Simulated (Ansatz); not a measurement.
# C3H5FOSi: a ladder of functionals and wavefunction methods

Aim: compute C3H5FOSi with functionals from several rungs and with coupled cluster. The yardstick is the atomisation energy at the CCSD(T) limit.

Method: functionals in def2-TZVPP, the program's frozen cores in correlated methods; program: Ansatz 0.2.0, Gaussian basis.

Levels to be run: PBE-D4, r2SCAN-D4, PBE0-D4, B3LYP-D4, ωB97X-V, ωB97M-V, B2PLYP; CCSD(T)/def2-TZVPP; MP2/def2-QZVPP; extrapolation to the limit.

## Step 1: The geometry

All runs share one geometry, relaxed beforehand with PBE0-D4 in a triple-zeta def2 set.

SMILES `O[SiH]1CC=C1F`, 11 atoms, charge 0, spin multiplicity 1.

Atoms are counted from 1 here; the program's logs count them from 0.

Bond lengths: O1–Si2 1.640 Å, O1–H7 0.959 Å, Si2–C3 1.894 Å, Si2–C5 1.860 Å, Si2–H8 1.481 Å, C3–C4 1.518 Å, C3–H9 1.093 Å, C3–H10 1.093 Å, C4–C5 1.340 Å, C4–H11 1.088 Å, C5–F6 1.330 Å. Angles: Si2–O1–H7 117.8°, O1–Si2–C3 121.3°, O1–Si2–C5 121.6°, O1–Si2–H8 104.2°, C3–Si2–C5 75.1°, C3–Si2–H8 116.7°, C5–Si2–H8 116.8°, Si2–C3–C4 85.8°, Si2–C3–H9 117.2°, Si2–C3–H10 116.2°, C4–C3–H9 114.1°, C4–C3–H10 113.7°, H9–C3–H10 108.5°, C3–C4–C5 106.2°, C3–C4–H11 126.0°, C5–C4–H11 127.8°, Si2–C5–C4 92.6°, Si2–C5–F6 140.6° and more.

Coordinates:

```xyz
11

O    -0.48393   -2.07900   -0.98572
Si   -0.50642   -0.88592    0.13978
C     1.05685    0.09450    0.56776
C     0.26500    1.32311    0.15719
C    -0.90572    0.87288   -0.31320
F    -1.90392    1.60874   -0.79345
H    -0.09421   -1.88102   -1.83879
H    -1.25795   -1.46973    1.27429
H     1.37546    0.09678    1.61313
H     1.93091   -0.09401   -0.06044
H     0.58932    2.35657    0.25995
```

## Step 2: PBE-D4 (GGA)

The input, in.yaml:

```yaml
crystal:
  periodic: [false, false, false]
  atoms:
    - {symbol: O, position_ang: [-0.483928, -2.079005, -0.985725]}
    - {symbol: Si, position_ang: [-0.506417, -0.885922, 0.139783]}
    - {symbol: C, position_ang: [1.056847, 0.094502, 0.567763]}
    - {symbol: C, position_ang: [0.265002, 1.323114, 0.157192]}
    - {symbol: C, position_ang: [-0.905720, 0.872882, -0.313199]}
    - {symbol: F, position_ang: [-1.903919, 1.608738, -0.793453]}
    - {symbol: H, position_ang: [-0.094210, -1.881024, -1.838789]}
    - {symbol: H, position_ang: [-1.257947, -1.469727, 1.274291]}
    - {symbol: H, position_ang: [1.375460, 0.096783, 1.613129]}
    - {symbol: H, position_ang: [1.930910, -0.094009, -0.060438]}
    - {symbol: H, position_ang: [0.589322, 2.356568, 0.259946]}
basis:
  gaussian: {orbitals: def2-TZVPP}
hamiltonian: {xc: pbe, dispersion: d4}
output: {forces: true, orbitals: {seedname: orbitals}}
```

Command:

```bash
> ansatz run in.yaml --threads 4 --pin off --events-out ev --progress --plain --max-ram 10444MiB
```

Further steps of the session: r2SCAN-D4 (meta-GGA); PBE0-D4 (hybrid); B3LYP-D4 (hybrid); ωB97X-V (range-separated); ωB97M-V (range-separated); B2PLYP (double hybrid); CCSD(T) in def2-TZVPP; MP2 in def2-QZVPP.

Before running them: what should the planned runs give, taken together? Wanted: atomisation energy, CCSD(T)/CBS; farthest; mean size of error, hybrid; mean size of error, range-separated; gap, smallest and largest; T1 diagnostic; triples share of the correlation energy.

As calculated:

| quantity | value |
| --- | --- |
| atomisation energy, CCSD(T)/CBS | 46.874 eV |
| functionals within 0.234 eV (0.5 %) | r2SCAN-D4, B3LYP-D4, ωB97X-V, ωB97M-V |
| farthest | PBE-D4 (+1.330 eV) |
| mean size of error, hybrid | 0.217 eV |
| mean size of error, range-separated | 0.148 eV |
| gap, smallest and largest | 5.01 eV (PBE-D4), 11.63 eV (ωB97X-V) |
| T1 diagnostic | 0.0123 |
| triples share of the correlation energy | 4.0 % |

PBE-D4 misses by +1.330 eV. Double hybrids carry the basis error of their MP2 part in triple zeta, and no dispersion term here, so their miss is partly the set-up's. Misses under about 0.234 eV are within the doubt on the reference itself, which lacks core-valence correlation, relativity and higher excitations. Hartree-Fock recovers 72 % of the binding; the rest is correlation. Orbital gaps span 5.0 to 11.6 eV; exact exchange widens them.
